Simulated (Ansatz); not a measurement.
**GaH₂O₂ radical: how energies converge with the basis set**

The task here is to estimate one member of a computed series from the others.

Method: one geometry, several basis sets; program: Ansatz 0.2.0, Gaussian basis.

Levels to be run: PBE0-D4/def2-SVP; ωB97M-V/def2-SVP; PBE0-D4/def2-QZVPP; ωB97M-V/def2-QZVPP; the functionals' def2-TZVPP values are taken from earlier runs.

## Structure used throughout

All runs share one geometry, relaxed beforehand with PBE0-D4 in a triple-zeta def2 set.

SMILES `[OH][Ga][OH]`, 5 atoms, charge 0, spin multiplicity 2.

Atoms are counted from 1 here; the program's logs count them from 0.

Bond lengths: O1–Ga2 1.804 Å, O1–H4 0.960 Å, Ga2–O3 1.795 Å, O3–H5 0.963 Å. Angles: Ga2–O1–H4 114.9°, O1–Ga2–O3 114.9°, Ga2–O3–H5 111.1°.

Set-up of the first run:

Input file in.yaml:

```yaml
crystal:
  periodic: [false, false, false]
  atoms:
    - {symbol: O, position_ang: [-0.370588, 0.021627, -1.274366]}
    - {symbol: Ga, position_ang: [-0.311704, -0.753846, 0.353630]}
    - {symbol: O, position_ang: [0.618216, 0.154908, 1.591083]}
    - {symbol: H, position_ang: [-0.867432, -0.464636, -1.936469]}
    - {symbol: H, position_ang: [0.981509, 0.968245, 1.224721]}
basis:
  gaussian: {orbitals: def2-SVP}
magnetization: {spin_polarized: true, initial_magnetization: 1}
hamiltonian: {xc: pbe0, dispersion: d4}
output: {orbitals: {seedname: orbitals}}
```

Launch:

```console
ansatz run in.yaml --threads 2 --pin off --events-out ev --progress --plain --max-ram 32768MiB --backend cpu
```

Among the steps run: PBE0-D4 in def2-SVP; ωB97M-V in def2-SVP; PBE0-D4 in def2-QZVPP; ωB97M-V in def2-QZVPP.

One table of the session follows, with a row left open; its other results are not shown here.

It belongs to the step «Density functionals: the series». 

| functional | basis | HOMO (eV) | LUMO (eV) |
| --- | --- | --- | --- |
| PBE0-D4 | def2-SVP | -6.45 | -3.13 |
| PBE0-D4 | def2-TZVPP | -6.59 | -3.24 |
| PBE0-D4 | def2-QZVPP | -6.64 | -3.31 |
| ωB97M-V | def2-SVP | ? | ? |
| ωB97M-V | def2-TZVPP | -8.67 | -1.52 |
| ωB97M-V | def2-QZVPP | -8.74 | -1.66 |

Q: Estimate the row for ωB97M-V, def2-SVP from the others.

The run gave: HOMO (eV): -8.53; LUMO (eV): -1.44. In the column «HOMO (eV)» it lies between ωB97M-V, def2-TZVPP (-8.67) and PBE0-D4, def2-QZVPP (-6.64).
